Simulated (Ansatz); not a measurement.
# C3H6BF: how energies converge with the basis set

The task here is to estimate one member of a computed series from the others.

Method: one geometry, several basis sets; program: Ansatz 0.2.0, Gaussian basis.

Plan: PBE0-D4/def2-SVP; ωB97M-V/def2-SVP; PBE0-D4/def2-QZVPP; ωB97M-V/def2-QZVPP; the functionals' def2-TZVPP values are taken from earlier runs.

## The geometry

All runs share one geometry, relaxed beforehand with PBE0-D4 in a triple-zeta def2 set.

SMILES `B/C(C)=C/F`, 11 atoms, charge 0, spin multiplicity 1.

Atoms are counted from 1 here; the program's logs count them from 0.

Bond lengths: B1–C2 1.526 Å, B1–H6 1.198 Å, B1–H7 1.197 Å, C2–C3 1.500 Å, C2–C4 1.338 Å, C3–H8 1.093 Å, C3–H9 1.093 Å, C3–H10 1.090 Å, C4–F5 1.329 Å, C4–H11 1.084 Å. Angles: C2–B1–H6 119.6°, C2–B1–H7 121.1°, H6–B1–H7 119.4°, B1–C2–C3 124.1°, B1–C2–C4 113.8°, C3–C2–C4 122.1°, C2–C3–H8 110.4°, C2–C3–H9 110.3°, C2–C3–H10 112.6°, H8–C3–H9 106.6°, H8–C3–H10 108.4°, H9–C3–H10 108.3°, C2–C4–F5 123.4°, C2–C4–H11 124.7°, F5–C4–H11 111.9°.

The first run:

Input file in.yaml:

```yaml
crystal:
  periodic: [false, false, false]
  atoms:
    - {symbol: B, position_ang: [0.230968, 1.108961, 1.099136]}
    - {symbol: C, position_ang: [0.113019, 0.023987, 0.032598]}
    - {symbol: C, position_ang: [-1.189827, -0.491080, -0.503044]}
    - {symbol: C, position_ang: [1.291965, -0.442039, -0.395390]}
    - {symbol: F, position_ang: [1.412356, -1.389813, -1.319881]}
    - {symbol: H, position_ang: [1.315092, 1.460038, 1.467591]}
    - {symbol: H, position_ang: [-0.743425, 1.615979, 1.575486]}
    - {symbol: H, position_ang: [-1.803960, -0.888573, 0.308734]}
    - {symbol: H, position_ang: [-1.761326, 0.321534, -0.958525]}
    - {symbol: H, position_ang: [-1.056402, -1.275560, -1.248415]}
    - {symbol: H, position_ang: [2.257040, -0.100334, -0.037792]}
basis:
  gaussian: {orbitals: def2-SVP}
hamiltonian: {xc: pbe0, dispersion: d4}
output: {orbitals: {seedname: orbitals}}
```

Among the steps run: PBE0-D4 in def2-SVP; ωB97M-V in def2-SVP; PBE0-D4 in def2-QZVPP; ωB97M-V in def2-QZVPP.

One table of the session follows, with a row left open; its other results are not shown here.

It belongs to the step «Functionals by basis». 

```
functional       basis  HOMO (eV)  LUMO (eV)
   PBE0-D4    def2-SVP          ?          ?
   PBE0-D4  def2-TZVPP      -7.87      -1.80
   PBE0-D4  def2-QZVPP      -7.88      -1.82
   ωB97M-V    def2-SVP      -9.96       0.35
   ωB97M-V  def2-TZVPP     -10.05       0.20
   ωB97M-V  def2-QZVPP     -10.06       0.15
```

**Question.** Estimate the row for PBE0-D4, def2-SVP.

As computed: HOMO (eV): -7.81; LUMO (eV): -1.73. In the column «HOMO (eV)» it is the highest.
